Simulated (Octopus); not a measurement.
# SnHF3 (SMILES [F][SnH]([F])[F]): a chain of runs

Wanted: energy and gradient (PBEsol), then energy and gradient (PBEsol), then energy and forces (PBEsol), then energy and forces (PBEsol), then energy and forces (PBEsol) of SnHF3. The setting varied is the grid spacing. 

The results are computed with Octopus 16.4.

3 further runs of the same task are left out: 3 set aside as unsound or not needed.

### Step 1. Starting point

SnHF3 has 5 atoms, charge 0, and is taken as a singlet. As SMILES, `[F][SnH]([F])[F]`. Geometry: relaxed at PBE0-D4/def2-TZVP.

Bond lengths: F1–Sn2 1.891 Å, Sn2–F3 1.891 Å, Sn2–F4 1.891 Å, Sn2–H5 1.682 Å. Angles: F1–Sn2–F3 105.0°, F1–Sn2–F4 105.0°, F3–Sn2–F4 105.0°, F1–Sn2–H5 113.7°, F3–Sn2–H5 113.7°, F4–Sn2–H5 113.7°.

### Step 2. Energy and forces at PBEsol (scalar, in the pseudopotentials, pseudodojo_pbesol potentials, box margin 4 angstrom, extra states 0, grid spacing 0.195 angstrom, mix field default) (run 4)

Command:

```console
$ OMP_NUM_THREADS=1 octopus > gs.log
```

Output:

```text
Version                : 16.4
[... 126 lines left out ...]
** Warning:
[... 39 lines left out ...]
  [output of 1 eigenvalues skipped: maximum error = 4.9E-02]
[... 10 lines left out ...]
#  State  Eigenvalue [eV]  Occupation    Error
[... 5 lines left out ...]
  [output of 1 eigenvalues skipped: maximum error = 3.2E-02]
[... 44 lines left out ...]
#  State  Eigenvalue [eV]  Occupation    Error
[... 5 lines left out ...]
  [output of 1 eigenvalues skipped: maximum error = 3.6E-07]
[... 10 lines left out ...]
#  State  Eigenvalue [eV]  Occupation    Error
[... 5 lines left out ...]
  [output of 1 eigenvalues skipped: maximum error = 2.4E-07]
[... 8 lines left out ...]
**   Some of the states are not fully converged!
[... 1 line left out ...]
Octopus emitted 2 warnings.
```

It took 23 s on 1 thread of Intel Xeon Platinum 8375C at 2.90GHz (Ice Lake), shared host; peak memory 0.11 GiB.

### Step 3. Energy and gradient at PBEsol (scalar, in the pseudopotentials, pseudodojo_pbesol potentials, box margin 4 angstrom, extra states 0, grid spacing 0.172 angstrom, mix field default) (run 5)

Command:

```console
$ OMP_NUM_THREADS=1 octopus > gs.log
```

Output:

```text
Version                : 16.4
[... 161 lines left out ...]
  [output of 1 eigenvalues skipped: maximum error = 4.9E-02]
[... 10 lines left out ...]
#  State  Eigenvalue [eV]  Occupation    Error
[... 5 lines left out ...]
  [output of 1 eigenvalues skipped: maximum error = 2.7E-02]
[... 53 lines left out ...]
#  State  Eigenvalue [eV]  Occupation    Error
[... 5 lines left out ...]
  [output of 1 eigenvalues skipped: maximum error = 1.1E-07]
[... 10 lines left out ...]
#  State  Eigenvalue [eV]  Occupation    Error
[... 5 lines left out ...]
  [output of 1 eigenvalues skipped: maximum error = 8.3E-08]
[... 8 lines left out ...]
**   Some of the states are not fully converged!
[... 1 line left out ...]
Octopus emitted 1 warning.
```

Wall time 39 s (1 thread of Intel Xeon Platinum 8375C at 2.90GHz (Ice Lake), shared host); peak memory 0.14 GiB.

Run 6 isn't shown in full; the table further down has it.

### Step 4. Energy and forces at PBEsol (scalar, in the pseudopotentials, pseudodojo_pbesol potentials, box margin 4 angstrom, extra states 0, grid spacing 0.131977 angstrom, mix field default) (run 7)

Command:

```console
$ OMP_NUM_THREADS=1 octopus > gs.log
```

Output:

```text
Version                : 16.4
[... 161 lines left out ...]
  [output of 1 eigenvalues skipped: maximum error = 5.6E-02]
[... 10 lines left out ...]
#  State  Eigenvalue [eV]  Occupation    Error
[... 5 lines left out ...]
  [output of 1 eigenvalues skipped: maximum error = 4.6E-02]
[... 50 lines left out ...]
#  State  Eigenvalue [eV]  Occupation    Error
[... 5 lines left out ...]
  [output of 1 eigenvalues skipped: maximum error = 1.1E-06]
[... 10 lines left out ...]
#  State  Eigenvalue [eV]  Occupation    Error
[... 5 lines left out ...]
  [output of 1 eigenvalues skipped: maximum error = 1.7E-07]
[... 8 lines left out ...]
**   Some of the states are not fully converged!
[... 1 line left out ...]
Octopus emitted 1 warning.
```

Run time: 98 s. Hardware: 1 thread of Intel Xeon Platinum 8375C at 2.90GHz (Ice Lake), shared host; peak memory 0.27 GiB.

### Step 5. Energy and forces at PBEsol (scalar, in the pseudopotentials, pseudodojo_pbesol potentials, box margin 4 angstrom, extra states 0, grid spacing 0.117 angstrom, mix field default) (run 8)

Command:

```console
$ OMP_NUM_THREADS=1 octopus > gs.log
```

Output:

```text
Version                : 16.4
[... 161 lines left out ...]
  [output of 1 eigenvalues skipped: maximum error = 5.9E-02]
[... 10 lines left out ...]
#  State  Eigenvalue [eV]  Occupation    Error
[... 5 lines left out ...]
  [output of 1 eigenvalues skipped: maximum error = 4.1E-02]
[... 53 lines left out ...]
#  State  Eigenvalue [eV]  Occupation    Error
[... 5 lines left out ...]
  [output of 1 eigenvalues skipped: maximum error = 8.1E-07]
[... 10 lines left out ...]
#  State  Eigenvalue [eV]  Occupation    Error
[... 5 lines left out ...]
  [output of 1 eigenvalues skipped: maximum error = 4.7E-07]
[... 8 lines left out ...]
**   Some of the states are not fully converged!
[... 1 line left out ...]
Octopus emitted 1 warning.
```

Wall time 2.7 min (1 thread of Intel Xeon Platinum 8375C at 2.90GHz (Ice Lake), shared host); peak memory 0.36 GiB.

### Step 6. Overview of the runs

| run | level | grid spacing | sweep point | energy (Eh) | dipole moment (D) | HOMO energy (eV) | wall time |
| --- | --- | --- | --- | --- | --- | --- | --- |
| 4 | PBEsol (scalar, in the pseudopotentials, pseudodojo_pbesol potentials, box margin 4 angstrom, extra states 0, grid spacing 0.195 angstrom, mix field default) | 0.195 | 4 | -153.194362 | 3.20 | -9.33 | 23 s |
| 5 | PBEsol (scalar, in the pseudopotentials, pseudodojo_pbesol potentials, box margin 4 angstrom, extra states 0, grid spacing 0.172 angstrom, mix field default) | 0.172 | 5 | -153.002132 | 3.19 | -9.33 | 39 s |
| 6 | PBEsol (scalar, in the pseudopotentials, pseudodojo_pbesol potentials, box margin 4 angstrom, extra states 0, grid spacing 0.15 angstrom, mix field default) | 0.15 | 6 | -152.949529 | 3.19 | -9.32 | 60 s |
| 7 | PBEsol (scalar, in the pseudopotentials, pseudodojo_pbesol potentials, box margin 4 angstrom, extra states 0, grid spacing 0.131977 angstrom, mix field default) | 0.131977 | 7 | -152.925242 | 3.19 | -9.32 | 98 s |
| 8 | PBEsol (scalar, in the pseudopotentials, pseudodojo_pbesol potentials, box margin 4 angstrom, extra states 0, grid spacing 0.117 angstrom, mix field default) | 0.117 | 8 | -152.915410 | 3.19 | -9.32 | 2.7 min |

Convergence of the total energy of singlet SnHF3 with the grid spacing, against the last point:

| grid spacing | from the last (mEh) | wall time |
| --- | --- | --- |
| 0.195 Å | -278.952 | 23 s |
| 0.172 Å | -86.723 | 39 s |
| 0.15 Å | -34.119 | 60 s |
| 0.131977 Å | -9.832 | 98 s |
| 0.117 Å | +0.000 | 2.7 min |

Convergence of the dipole moment of singlet SnHF3 with the grid spacing, against the last point:

| grid spacing | from the last (D) | wall time |
| --- | --- | --- |
| 0.195 Å | +0.0103 | 23 s |
| 0.172 Å | -0.0008 | 39 s |
| 0.15 Å | +0.0004 | 60 s |
| 0.131977 Å | +0.0006 | 98 s |
| 0.117 Å | +0.0000 | 2.7 min |

### Step 7. Outcome

| quantity | value |
| --- | --- |
| run 8, PBEsol: total energy | -152.91541 Eh |
| run 8, PBEsol: dipole moment | 3.19 D |
| run 8, PBEsol: HOMO energy | -9.32 eV |
| run 8, PBEsol: largest force on an atom | 0.630 eV/Å |

What this shows: For the total energy of singlet SnHF3 to stay within 10 mEh of the last point, 0.131977 Å is the first point of the series from which all later ones do (98 s against 2.7 min). For the dipole moment of singlet SnHF3 to stay within 0.01 D of the last point, 0.172 Å is the first point of the series from which all later ones do (39 s against 2.7 min). Over the runs the total energy spans 7.591 eV. All runs together took 6.4 min, the longest 2.7 min.
